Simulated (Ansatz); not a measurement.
Geometry optimisation, Ansatz 0.2.0, DFT PBEsol, scalar-relativistic, plane waves, PAW.

The input (input.yaml):

```yaml
crystal:
  lattice:
    - [0.0, 5.43, 5.43]
    - [5.43, 0.0, 5.43]
    - [5.43, 5.43, 0.0]
  atoms:
    - { symbol: Si, position: [0.0, 0.0, 0.0] }
    - { symbol: Si, position: [0.125, 0.125, 0.125] }
    - { symbol: Si, position: [0.0, 0.0, 0.5] }
    - { symbol: Si, position: [0.125, 0.125, 0.625] }
    - { symbol: Si, position: [0.0, 0.5, 0.0] }
    - { symbol: Si, position: [0.125, 0.625, 0.125] }
    - { symbol: Si, position: [0.0, 0.5, 0.5] }
    - { symbol: Si, position: [0.125, 0.625, 0.625] }
    - { symbol: Si, position: [0.5, 0.0, 0.0] }
    - { symbol: Si, position: [0.625, 0.125, 0.125] }
    - { symbol: Si, position: [0.5, 0.0, 0.5] }
    - { symbol: Si, position: [0.625, 0.125, 0.625] }
    - { symbol: Si, position: [0.5, 0.5, 0.0] }
    - { symbol: Si, position: [0.625, 0.625, 0.125] }
    - { symbol: Si, position: [0.5, 0.5, 0.5] }
    - { symbol: Si, position: [0.625, 0.625, 0.625] }
    - { symbol: Al, position: [0.0555911, 0.3035972, 0.8220387], spin: 1.0 }
magnetization:
  spin_polarized: true
basis:
  ecutwfc: 420.0
kpoints:
  mp_grid: { grid: [2, 2, 2] }
hamiltonian:
  xc: pbesol
  pseudopotentials: { kind: paw, azcp: { folder: soft_1 } }
scf:
  occupations: { method: fermi_dirac, width: 0.02 }
  lower_state_search: "off"
relax:
  f_tol: 0.08
  max_steps: 25
  adjacent_minimum: "off"
```

Command:

```bash
$ ansatz run input.yaml --threads 1 --pin off --max-ram 3072MiB --backend cpu --events-out ev --progress --plain --runs-dir out
```

**Question.** Where does it end, and by what steps?

**Answer.** The forces met the threshold. The force dipped under the threshold on the way, but the program's further checks kept it going. Limits of this set-up: coarse k mesh, PAW files made for another functional, a small cell, in which the defect meets its images. After 8 steps the energy has fallen by 2.109 eV; Al17 moved furthest, 1.05 Å. Joined: Si10–Al17 (3.45 → 2.74 Å), Si13–Al17 (3.48 → 2.44 Å), Si14–Al17 (3.51 → 2.74 Å), Si16–Al17 (3.52 → 2.74 Å).

```csv
step,energy less start (eV),largest force component (eV/Å),accepted
0,0.0000,3.400,yes
1,-0.9997,1.365,yes
2,-1.3515,0.336,yes
3,-1.5196,0.469,yes
4,-1.7227,0.507,yes
5,-1.8664,0.350,yes
6,-2.0319,0.196,yes
7,-2.1092,0.027,yes
8,-2.1092,0.027,yes
```

```xyz
17
Lattice="0.0000 5.4300 5.4300 5.4300 0.0000 5.4300 5.4300 5.4300 0.0000" Properties=species:S:1:pos:R:3
Si -0.090 0.091 -0.017
Si 1.321 1.413 1.389
Si 2.698 2.733 0.012
Si 4.018 4.110 1.389
Si 2.726 0.091 2.800
Si 4.025 1.407 4.115
Si 5.340 2.705 2.800
Si 6.751 4.110 4.123
Si -0.050 2.742 2.760
Si 1.317 4.114 4.095
Si 2.688 5.481 2.760
Si 4.042 6.819 4.099
Si 2.715 2.716 5.425
Si 4.046 4.113 6.823
Si 5.380 5.481 5.453
Si 6.748 6.815 6.823
Al 6.737 4.125 1.402
```

Whether the end is a true minimum wasn't checked by a vibrational analysis.

The run took 2.5 min on 1 thread of Arm Neoverse V1 (shared host), peak memory 0.66 GiB.
